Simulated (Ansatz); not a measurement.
# Si₂N₂H₈: small, medium and large basis sets

One table from this session's results is given with a row withheld; the runs are named, their logs left out.

Program: Ansatz 0.2.0, Gaussian basis. Level of theory: one geometry, several basis sets. These are calculated values, not measurements.

Levels to be run: PBE0-D4/def2-SVP; ωB97M-V/def2-SVP; PBE0-D4/def2-QZVPP; ωB97M-V/def2-QZVPP; the functionals' def2-TZVPP values are taken from earlier runs.

### The geometry

The geometry comes from an earlier relaxation with PBE0-D4 in a triple-zeta def2 set; it is a stationary point, not always the lowest conformer.

SMILES `N[SiH2][SiH2]N`, 12 atoms, charge 0, spin multiplicity 1.

Atoms are counted from 1 here; the program's logs count them from 0.

Bond lengths: N1–Si2 1.729 Å, N1–H5 1.009 Å, N1–H6 1.008 Å, Si2–Si3 2.351 Å, Si2–H7 1.497 Å, Si2–H8 1.490 Å, Si3–N4 1.729 Å, Si3–H9 1.497 Å, Si3–H10 1.490 Å, N4–H11 1.009 Å, N4–H12 1.008 Å. Angles: Si2–N1–H5 117.6°, Si2–N1–H6 120.2°, H5–N1–H6 110.8°, N1–Si2–Si3 104.4°, N1–Si2–H7 115.8°, N1–Si2–H8 107.8°, Si3–Si2–H7 110.7°, Si3–Si2–H8 112.5°, H7–Si2–H8 105.8°, Si2–Si3–N4 104.4°, Si2–Si3–H9 110.7°, Si2–Si3–H10 112.5°, N4–Si3–H9 115.8°, N4–Si3–H10 107.8°, H9–Si3–H10 105.8°, Si3–N4–H11 117.6°, Si3–N4–H12 120.2°, H11–N4–H12 110.8°.

Set-up of the first run:

in.yaml

```yaml
crystal:
  periodic: [false, false, false]
  atoms:
    - {symbol: N, position_ang: [-1.097907, 1.361214, -0.600746]}
    - {symbol: Si, position_ang: [0.237458, 1.274827, 0.494879]}
    - {symbol: Si, position_ang: [0.906446, -0.977561, 0.422649]}
    - {symbol: N, position_ang: [-0.305619, -1.754397, -0.535708]}
    - {symbol: H, position_ang: [-1.011246, 0.880178, -1.482993]}
    - {symbol: H, position_ang: [-1.608721, 2.223257, -0.711059]}
    - {symbol: H, position_ang: [1.390838, 2.179413, 0.189661]}
    - {symbol: H, position_ang: [-0.252055, 1.681338, 1.841789]}
    - {symbol: H, position_ang: [1.090197, -1.519534, 1.806200]}
    - {symbol: H, position_ang: [2.216061, -1.161904, -0.262894]}
    - {symbol: H, position_ang: [-1.268419, -1.510557, -0.360127]}
    - {symbol: H, position_ang: [-0.219834, -2.731676, -0.767650]}
basis:
  gaussian: {orbitals: def2-SVP}
hamiltonian: {xc: pbe0, dispersion: d4}
output: {orbitals: {seedname: orbitals}}
```

Among the steps run: PBE0-D4 in def2-SVP; ωB97M-V in def2-SVP; PBE0-D4 in def2-QZVPP; ωB97M-V in def2-QZVPP.

One table of the session follows, with a row left open; its other results are not shown here.

It belongs to the step «Density functionals: the series». 

| functional | basis | HOMO (eV) | LUMO (eV) |
| --- | --- | --- | --- |
| PBE0-D4 | def2-SVP | -6.99 | 0.25 |
| PBE0-D4 | def2-TZVPP | ? | ? |
| PBE0-D4 | def2-QZVPP | -7.22 | -0.42 |
| ωB97M-V | def2-SVP | -9.20 | 2.08 |
| ωB97M-V | def2-TZVPP | -9.41 | 1.33 |
| ωB97M-V | def2-QZVPP | -9.44 | 1.07 |

Q: Estimate the row for PBE0-D4, def2-TZVPP from the others.

The run gave: HOMO (eV): -7.19; LUMO (eV): -0.28. In the column «HOMO (eV)» it lies between PBE0-D4, def2-QZVPP (-7.22) and PBE0-D4, def2-SVP (-6.99).
